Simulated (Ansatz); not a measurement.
## Molecular dynamics of MgO

input.yaml

```yaml
accuracy: low
crystal:
  lattice:
    - [0.0, 4.31, 4.31]
    - [4.31, 0.0, 4.31]
    - [4.31, 4.31, 0.0]
  atoms:
    - { symbol: Mg, position: [0.0, 0.0, 0.0] }
    - { symbol: O, position: [0.25, 0.25, 0.25] }
    - { symbol: Mg, position: [0.0, 0.0, 0.5] }
    - { symbol: O, position: [0.25, 0.25, 0.75] }
    - { symbol: Mg, position: [0.0, 0.5, 0.0] }
    - { symbol: O, position: [0.25, 0.75, 0.25] }
    - { symbol: Mg, position: [0.0, 0.5, 0.5] }
    - { symbol: O, position: [0.25, 0.75, 0.75] }
    - { symbol: Mg, position: [0.5, 0.0, 0.0] }
    - { symbol: O, position: [0.75, 0.25, 0.25] }
    - { symbol: Mg, position: [0.5, 0.0, 0.5] }
    - { symbol: O, position: [0.75, 0.25, 0.75] }
    - { symbol: Mg, position: [0.5, 0.5, 0.0] }
    - { symbol: O, position: [0.75, 0.75, 0.25] }
    - { symbol: Mg, position: [0.5, 0.5, 0.5] }
    - { symbol: O, position: [0.75, 0.75, 0.75] }
basis:
  ecutwfc: 420.0
kpoints:
  mp_grid: { grid: [2, 2, 2] }
hamiltonian:
  xc: pbe
scf:
  occupations: { method: fermi_dirac, width: 0.05 }
  lower_state_search: "off"
md:
  timestep: 1
  n_steps: 140
  ensemble: nvt_nose_hoover
  temperature: 900.0
  initial_velocities: zero
  seed: 576737
  nose_hoover: { tau: 100.0, chain_length: 1 }
```

Launched with:

```bash
$ ansatz run input.yaml --threads 1 --pin off --max-ram 3072MiB --backend cpu --events-out ev --progress --plain --runs-dir out
```

It starts from a structure without forces on its atoms.

Output, in part (one step line in 3):

```
md step     0: t =     0.00 fs  T =     0.0 K  F+E_penalty+E_count = -19952.90574864 eV  E_kin = 0.000000 eV  conserved = -19952.90574864 eV  (6 SCF iters)
md step     3: t =     3.00 fs  T =     0.0 K  F+E_penalty+E_count = -19952.90574865 eV  E_kin = 0.000000 eV  conserved = -19952.90574865 eV  (6 SCF iters)
md step     6: t =     6.00 fs  T =     0.0 K  F+E_penalty+E_count = -19952.90574865 eV  E_kin = 0.000000 eV  conserved = -19952.90574865 eV  (2 SCF iters)
md step     9: t =     9.00 fs  T =     0.0 K  F+E_penalty+E_count = -19952.90574865 eV  E_kin = 0.000000 eV  conserved = -19952.90574865 eV  (2 SCF iters)
md step    12: t =    12.00 fs  T =     0.0 K  F+E_penalty+E_count = -19952.90574865 eV  E_kin = 0.000000 eV  conserved = -19952.90574865 eV  (2 SCF iters)
md step    15: t =    15.00 fs  T =     0.0 K  F+E_penalty+E_count = -19952.90574865 eV  E_kin = 0.000000 eV  conserved = -19952.90574865 eV  (2 SCF iters)
md step    18: t =    18.00 fs  T =     0.0 K  F+E_penalty+E_count = -19952.90574865 eV  E_kin = 0.000000 eV  conserved = -19952.90574865 eV  (2 SCF iters)
md step    21: t =    21.00 fs  T =     0.0 K  F+E_penalty+E_count = -19952.90574865 eV  E_kin = 0.000000 eV  conserved = -19952.90574865 eV  (2 SCF iters)
md step    24: t =    24.00 fs  T =     0.0 K  F+E_penalty+E_count = -19952.90574865 eV  E_kin = 0.000000 eV  conserved = -19952.90574865 eV  (2 SCF iters)
md step    27: t =    27.00 fs  T =     0.0 K  F+E_penalty+E_count = -19952.90574865 eV  E_kin = 0.000000 eV  conserved = -19952.90574865 eV  (2 SCF iters)
md step    30: t =    30.00 fs  T =     0.0 K  F+E_penalty+E_count = -19952.90574865 eV  E_kin = 0.000000 eV  conserved = -19952.90574865 eV  (6 SCF iters)
md step    33: t =    33.00 fs  T =     0.0 K  F+E_penalty+E_count = -19952.90574865 eV  E_kin = 0.000000 eV  conserved = -19952.90574865 eV  (2 SCF iters)
md step    36: t =    36.00 fs  T =     0.0 K  F+E_penalty+E_count = -19952.90574865 eV  E_kin = 0.000000 eV  conserved = -19952.90574865 eV  (2 SCF iters)
md step    39: t =    39.00 fs  T =     0.0 K  F+E_penalty+E_count = -19952.90574865 eV  E_kin = 0.000000 eV  conserved = -19952.90574865 eV  (2 SCF iters)
md step    42: t =    42.00 fs  T =     0.0 K  F+E_penalty+E_count = -19952.90574865 eV  E_kin = 0.000000 eV  conserved = -19952.90574865 eV  (2 SCF iters)
md step    45: t =    45.00 fs  T =     0.0 K  F+E_penalty+E_count = -19952.90574865 eV  E_kin = 0.000000 eV  conserved = -19952.90574865 eV  (2 SCF iters)
md step    48: t =    48.00 fs  T =     0.0 K  F+E_penalty+E_count = -19952.90574865 eV  E_kin = 0.000000 eV  conserved = -19952.90574865 eV  (2 SCF iters)
md step    51: t =    51.00 fs  T =     0.0 K  F+E_penalty+E_count = -19952.90574865 eV  E_kin = 0.000000 eV  conserved = -19952.90574865 eV  (2 SCF iters)
md step    54: t =    54.00 fs  T =     0.0 K  F+E_penalty+E_count = -19952.90574865 eV  E_kin = 0.000000 eV  conserved = -19952.90574865 eV  (2 SCF iters)
md step    57: t =    57.00 fs  T =     0.0 K  F+E_penalty+E_count = -19952.90574865 eV  E_kin = 0.000000 eV  conserved = -19952.90574865 eV  (2 SCF iters)
md step    60: t =    60.00 fs  T =     0.0 K  F+E_penalty+E_count = -19952.90574865 eV  E_kin = 0.000000 eV  conserved = -19952.90574865 eV  (6 SCF iters)
md step    63: t =    63.00 fs  T =     0.0 K  F+E_penalty+E_count = -19952.90574865 eV  E_kin = 0.000000 eV  conserved = -19952.90574865 eV  (2 SCF iters)
md step    66: t =    66.00 fs  T =     0.0 K  F+E_penalty+E_count = -19952.90574865 eV  E_kin = 0.000000 eV  conserved = -19952.90574865 eV  (2 SCF iters)
md step    69: t =    69.00 fs  T =     0.0 K  F+E_penalty+E_count = -19952.90574865 eV  E_kin = 0.000000 eV  conserved = -19952.90574865 eV  (2 SCF iters)
md step    72: t =    72.00 fs  T =     0.0 K  F+E_penalty+E_count = -19952.90574865 eV  E_kin = 0.000000 eV  conserved = -19952.90574865 eV  (2 SCF iters)
md step    75: t =    75.00 fs  T =     0.0 K  F+E_penalty+E_count = -19952.90574865 eV  E_kin = 0.000000 eV  conserved = -19952.90574865 eV  (2 SCF iters)
md step    78: t =    78.00 fs  T =     0.0 K  F+E_penalty+E_count = -19952.90574865 eV  E_kin = 0.000000 eV  conserved = -19952.90574865 eV  (2 SCF iters)
md step    81: t =    81.00 fs  T =     0.0 K  F+E_penalty+E_count = -19952.90574865 eV  E_kin = 0.000000 eV  conserved = -19952.90574865 eV  (2 SCF iters)
md step    84: t =    84.00 fs  T =     0.0 K  F+E_penalty+E_count = -19952.90574865 eV  E_kin = 0.000000 eV  conserved = -19952.90574865 eV  (2 SCF iters)
md step    87: t =    87.00 fs  T =     0.0 K  F+E_penalty+E_count = -19952.90574865 eV  E_kin = 0.000000 eV  conserved = -19952.90574865 eV  (2 SCF iters)
md step    90: t =    90.00 fs  T =     0.0 K  F+E_penalty+E_count = -19952.90574865 eV  E_kin = 0.000000 eV  conserved = -19952.90574865 eV  (6 SCF iters)
md step    93: t =    93.00 fs  T =     0.0 K  F+E_penalty+E_count = -19952.90574865 eV  E_kin = 0.000000 eV  conserved = -19952.90574865 eV  (2 SCF iters)
md step    96: t =    96.00 fs  T =     0.0 K  F+E_penalty+E_count = -19952.90574865 eV  E_kin = 0.000000 eV  conserved = -19952.90574865 eV  (2 SCF iters)
md step    99: t =    99.00 fs  T =     0.0 K  F+E_penalty+E_count = -19952.90574865 eV  E_kin = 0.000000 eV  conserved = -19952.90574865 eV  (2 SCF iters)
md step   102: t =   102.00 fs  T =     0.0 K  F+E_penalty+E_count = -19952.90574865 eV  E_kin = 0.000000 eV  conserved = -19952.90574865 eV  (2 SCF iters)
md step   105: t =   105.00 fs  T =     0.0 K  F+E_penalty+E_count = -19952.90574865 eV  E_kin = 0.000000 eV  conserved = -19952.90574865 eV  (2 SCF iters)
md step   108: t =   108.00 fs  T =     0.0 K  F+E_penalty+E_count = -19952.90574865 eV  E_kin = 0.000000 eV  conserved = -19952.90574865 eV  (2 SCF iters)
md step   111: t =   111.00 fs  T =     0.0 K  F+E_penalty+E_count = -19952.90574865 eV  E_kin = 0.000000 eV  conserved = -19952.90574865 eV  (2 SCF iters)
md step   114: t =   114.00 fs  T =     0.0 K  F+E_penalty+E_count = -19952.90574865 eV  E_kin = 0.000000 eV  conserved = -19952.90574865 eV  (2 SCF iters)
md step   117: t =   117.00 fs  T =     0.0 K  F+E_penalty+E_count = -19952.90574865 eV  E_kin = 0.000000 eV  conserved = -19952.90574865 eV  (2 SCF iters)
md step   120: t =   120.00 fs  T =     0.0 K  F+E_penalty+E_count = -19952.90574865 eV  E_kin = 0.000000 eV  conserved = -19952.90574865 eV  (6 SCF iters)
md step   123: t =   123.00 fs  T =     0.0 K  F+E_penalty+E_count = -19952.90574865 eV  E_kin = 0.000000 eV  conserved = -19952.90574865 eV  (2 SCF iters)
md step   126: t =   126.00 fs  T =     0.0 K  F+E_penalty+E_count = -19952.90574865 eV  E_kin = 0.000000 eV  conserved = -19952.90574865 eV  (2 SCF iters)
md step   129: t =   129.00 fs  T =     0.0 K  F+E_penalty+E_count = -19952.90574865 eV  E_kin = 0.000000 eV  conserved = -19952.90574865 eV  (2 SCF iters)
md step   132: t =   132.00 fs  T =     0.0 K  F+E_penalty+E_count = -19952.90574865 eV  E_kin = 0.000000 eV  conserved = -19952.90574865 eV  (2 SCF iters)
md step   135: t =   135.00 fs  T =     0.0 K  F+E_penalty+E_count = -19952.90574865 eV  E_kin = 0.000000 eV  conserved = -19952.90574865 eV  (2 SCF iters)
md step   138: t =   138.00 fs  T =     0.0 K  F+E_penalty+E_count = -19952.90574865 eV  E_kin = 0.000000 eV  conserved = -19952.90574865 eV  (2 SCF iters)
md step   140: t =   140.00 fs  T =     0.0 K  F+E_penalty+E_count = -19952.90574865 eV  E_kin = 0.000000 eV  conserved = -19952.90574865 eV  (6 SCF iters)
```

All steps were run. The conserved energy stayed within 0 meV per atom of its start (net change 0 meV per atom), so the integration is sound. The mean temperature of the second half is 100 % below the set value. A run of 0.14 ps of so small a system gives no equilibrium averages. Limits of this set-up: coarse k mesh, low accuracy level.

Mean squared displacements from the first frame to the last, about the centre of mass: Mg 0.00 Å², O 0.00 Å².

Last frame:

```xyz
16
Lattice="0.0000 4.3100 4.3100 4.3100 0.0000 4.3100 4.3100 4.3100 0.0000" Properties=species:S:1:pos:R:3
Mg 0.000 0.000 0.000
O 2.155 2.155 2.155
Mg 2.155 2.155 0.000
O 4.310 4.310 2.155
Mg 2.155 0.000 2.155
O 4.310 2.155 4.310
Mg 4.310 2.155 2.155
O 6.465 4.310 4.310
Mg 0.000 2.155 2.155
O 2.155 4.310 4.310
Mg 2.155 4.310 2.155
O 4.310 6.465 4.310
Mg 2.155 2.155 4.310
O 4.310 4.310 6.465
Mg 4.310 4.310 4.310
O 6.465 6.465 6.465
```

The run took 4.6 min on 1 CPU thread of a shared host.
